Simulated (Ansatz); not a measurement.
# CH7AlGeO: a ladder of functionals and wavefunction methods

The task here is to estimate one member of a computed series from the others.

The runs use Ansatz 0.2.0, Gaussian basis; functionals in def2-TZVPP, the program's frozen cores in correlated methods.

Plan: PBE-D4, r2SCAN-D4, PBE0-D4, B3LYP-D4, ωB97X-V, ωB97M-V, B2PLYP; CCSD(T)/def2-TZVPP; MP2/def2-QZVPP; extrapolation to the limit.

## The relaxed structure

All runs share one geometry, relaxed beforehand with PBE0-D4 in a triple-zeta def2 set.

SMILES `C[O][GeH2][AlH2]`, 11 atoms, charge 0, spin multiplicity 1.

Atoms are counted from 1 here; the program's logs count them from 0.

Bond lengths: C1–O2 1.402 Å, C1–H5 1.093 Å, C1–H6 1.099 Å, C1–H7 1.101 Å, O2–Ge3 1.796 Å, Ge3–Al4 2.496 Å, Ge3–H8 1.553 Å, Ge3–H9 1.541 Å, Al4–H10 1.587 Å, Al4–H11 1.588 Å. Angles: O2–C1–H5 108.3°, O2–C1–H6 112.2°, O2–C1–H7 112.5°, H5–C1–H6 108.0°, H5–C1–H7 107.7°, H6–C1–H7 108.0°, C1–O2–Ge3 117.1°, O2–Ge3–Al4 110.6°, O2–Ge3–H8 107.0°, O2–Ge3–H9 103.1°, Al4–Ge3–H8 113.3°, Al4–Ge3–H9 114.5°, H8–Ge3–H9 107.6°, Ge3–Al4–H10 120.5°, Ge3–Al4–H11 119.7°, H10–Al4–H11 119.8°.

Set-up of the first run:

The input, in.yaml:

```yaml
crystal:
  periodic: [false, false, false]
  atoms:
    - {symbol: C, position_ang: [-0.954767, 1.537936, -0.294266]}
    - {symbol: O, position_ang: [0.405968, 1.286243, -0.520822]}
    - {symbol: Ge, position_ang: [1.161446, -0.037077, 0.430257]}
    - {symbol: Al, position_ang: [0.147363, -2.238543, -0.165444]}
    - {symbol: H, position_ang: [-1.274163, 2.333969, -0.971903]}
    - {symbol: H, position_ang: [-1.150143, 1.869206, 0.735514]}
    - {symbol: H, position_ang: [-1.584180, 0.657002, -0.492626]}
    - {symbol: H, position_ang: [0.993844, 0.329589, 1.930162]}
    - {symbol: H, position_ang: [2.657324, 0.093855, 0.082655]}
    - {symbol: H, position_ang: [-1.119259, -2.311547, -1.119060]}
    - {symbol: H, position_ang: [0.781866, -3.577533, 0.406235]}
basis:
  gaussian: {orbitals: def2-TZVPP}
hamiltonian: {xc: pbe, dispersion: d4}
output: {forces: true, orbitals: {seedname: orbitals}}
```

Run with:

```sh
$ ansatz run in.yaml --threads 4 --pin off --events-out ev --progress --plain --max-ram 10444MiB
```

Among the steps run: PBE-D4 (GGA); r2SCAN-D4 (meta-GGA); PBE0-D4 (hybrid); B3LYP-D4 (hybrid); ωB97X-V (range-separated); ωB97M-V (range-separated); B2PLYP (double hybrid); CCSD(T) in def2-TZVPP; MP2 in def2-QZVPP.

One table of the session follows, with a row left open; its other results are not shown here.

| method | atomisation energy (kJ/mol) |
| --- | --- |
| PBE-D4 | 3377.7 |
| r2SCAN-D4 | 3376.8 |
| PBE0-D4 | 3335.8 |
| B3LYP-D4 | 3359.3 |
| ωB97X-V | 3391.2 |
| ωB97M-V | 3363.0 |
| B2PLYP | 3325.0 |
| HF/def2-TZVPP | 2450.8 |
| MP2/def2-TZVPP | 3314.7 |
| CCSD/def2-TZVPP | 3267.1 |
| CCSD(T)/def2-TZVPP | 3308.4 |
| MP2/CBS | ? |
| CCSD(T)/CBS | 3384.5 |

**Question.** Estimate the row for MP2/CBS.

**Answer.** atomisation energy (kJ/mol): 3390.7. In the column «atomisation energy (kJ/mol)» it lies between CCSD(T)/CBS (3384.5) and ωB97X-V (3391.2).

To keep in mind: Free atoms (1 C, 1 O, 1 Ge, 1 Al, 7 H) were run apart at each level; the atomisation energy is their sum less the molecule, without zero-point or spin-orbit terms.
